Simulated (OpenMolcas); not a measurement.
# RI-MP2/ANO-L-VDZP (RICD fitting) run of AlNH2F2 (SMILES [NH2][Al]([F])[F])

Aim: the energy change on altering one bond length of AlNH2F2 at RI-MP2/ANO-L-VDZP (RICD fitting), from 2 runs. 

The calculation is run with OpenMolcas 26.06.

7 further runs of the same task are left out: 7 set aside as unsound or not needed.

## (1) The structure to begin with

AlNH2F2 has 6 atoms, charge 0, and is taken as a singlet. SMILES: `[NH2][Al]([F])[F]`. Geometry: a GFN2-xTB relaxation, a rough one for these elements and not checked as a minimum.

Bond lengths: N1–Al2 1.761 Å, Al2–F3 1.644 Å, Al2–F4 1.644 Å, N1–H5 1.007 Å, N1–H6 1.007 Å. Angles: N1–Al2–F3 122.1°, N1–Al2–F4 121.9°, F3–Al2–F4 116.1°, Al2–N1–H5 124.8°, Al2–N1–H6 124.4°, H5–N1–H6 110.9°.

## (2) The energy at RI-MP2/ANO-L-VDZP (RICD fitting)

geom.xyz reads:

```xyz
6

N     -0.370380     0.895360    -0.148750
Al     0.298980    -0.711860     0.117750
F      1.474720    -0.994470     1.230890
F     -0.217980    -2.018960    -0.733990
H     -0.093620     1.723030     0.353550
H     -1.091720     1.106910    -0.819450
```

run.inp reads:

```
&GATEWAY
Coord=geom.xyz
Basis=ANO-L-VDZP
Group=NoSym
RICD
aCD
&SEWARD
&SCF
PrOrbitals=1
&MBPT2
Frozen=8
```

Command:

```bash
$ export MOLCAS_MEM=1860
$ pymolcas run.inp > run.log
```

Output:

```text
--- Start Module: gateway ---
[...]
--- Stop Module: gateway /rc=_RC_ALL_IS_WELL_ ---
[...]
      Basis functions           70
[...]
--- Start Module: scf ---
[...]
       Convergence after  11 Iterations
[...]
::    Total SCF energy                               -496.6874803218
[...]
      Total spin, S                                     0.0000000000
[...]
      Total electronic charge=   40.000000
      Total            charge=   -0.000000
[...]
      Dipole Moment (debye):
      Origin of the operator (angstrom)=    0.3156   -0.7539    0.1243
                   X= -1.2014E+00               Y=  2.8747E+00               Z= -4.6473E-01           Total=  3.1501E+00
      Quadrupole Moment (debye*angstrom):
[...]
--- Stop Module: scf /rc=_RC_ALL_IS_WELL_ ---
[...]
--- Start Module: mbpt2 ---
[...]
WARNING!
Default frozen orbitals as non valence orbitals is overwritten by user input.
Default values:   5
[...]
       Reference weight ( Cref**2 )         =        0.85044
::    Total MBPT2 energy                             -497.3272487927
[...]
--- Stop Module: mbpt2 /rc=_RC_ALL_IS_WELL_ ---
[...]
```

It took 4.8 s on 1 thread of Arm Neoverse V2, shared host; peak memory 0.25 GiB.

## (3) The distorted shape at the same level

geom.xyz reads:

```xyz
6

N     -0.487937     0.923617    -0.260048
Al     0.181423    -0.683603     0.006452
F      1.474720    -0.994470     1.230890
F     -0.335537    -1.990703    -0.845288
H     -0.211177     1.751287     0.242252
H     -1.209277     1.135167    -0.930748
```

run.inp reads:

```
* AlF2H2N RI-MP2

&gateway
 coord=geom.xyz
 basis=ANO-L-VDZP
 group=NoSym
 ricd
 acd

&seward

&scf
 prorbitals=1

&mbpt2
 frozen=8
```

Command:

```bash
$ export MOLCAS_MEM=1860
$ pymolcas run.inp > run.log
```

Output:

```text
--- Start Module: gateway ---
[...]
--- Stop Module: gateway /rc=_RC_ALL_IS_WELL_ ---
[...]
      Basis functions           70
[...]
--- Start Module: scf ---
[...]
       Convergence after  11 Iterations
[...]
::    Total SCF energy                               -496.6783542748
[...]
      Total spin, S                                     0.0000000000
[...]
      Total electronic charge=   40.000000
      Total            charge=   -0.000000
[...]
      Dipole Moment (debye):
      Origin of the operator (angstrom)=    0.2256   -0.7323    0.0391
                   X= -1.7059E+00               Y=  3.0349E+00               Z= -9.3249E-01           Total=  3.6042E+00
      Quadrupole Moment (debye*angstrom):
[...]
--- Stop Module: scf /rc=_RC_ALL_IS_WELL_ ---
[...]
--- Start Module: mbpt2 ---
[...]
WARNING!
Default frozen orbitals as non valence orbitals is overwritten by user input.
Default values:   5
[...]
       Reference weight ( Cref**2 )         =        0.84747
::    Total MBPT2 energy                             -497.3229310360
[...]
--- Stop Module: mbpt2 /rc=_RC_ALL_IS_WELL_ ---
[...]
```

Wall time 4.8 s (1 thread of Arm Neoverse V2, shared host); peak memory 0.25 GiB.

## (4) Outcome

At RI-MP2/ANO-L-VDZP (RICD fitting), 8 core orbitals frozen:

| quantity | value |
| --- | --- |
| first shape: total energy | -497.32725 Eh |
| first shape: dipole moment (mean-field density) | 3.15 D |
| first shape: HOMO energy (Hartree–Fock orbitals) | -11.97 eV |
| first shape: LUMO energy (Hartree–Fock orbitals) | 1.38 eV |
| first shape: HOMO–LUMO gap (Hartree–Fock orbitals) | 13.35 eV |
| first shape: correlation energy (8 core orbitals frozen) | -639.8 mEh |
| distorted shape: total energy | -497.32293 Eh |
| distorted shape: dipole moment (mean-field density) | 3.60 D |
| distorted shape: HOMO energy (Hartree–Fock orbitals) | -12.15 eV |
| distorted shape: LUMO energy (Hartree–Fock orbitals) | 1.18 eV |
| distorted shape: HOMO–LUMO gap (Hartree–Fock orbitals) | 13.34 eV |
| distorted shape: correlation energy (8 core orbitals frozen) | -644.6 mEh |
| energy change with the Al2–F3 bond stretched from 1.644 to 1.808 Å | 0.117 eV |

In words: With the Al2–F3 bond stretched from 1.644 to 1.808 Å the energy rises by 0.12 eV (2.7 kcal/mol). The first shape isn't relaxed at this level, so the change isn't measured from a minimum.
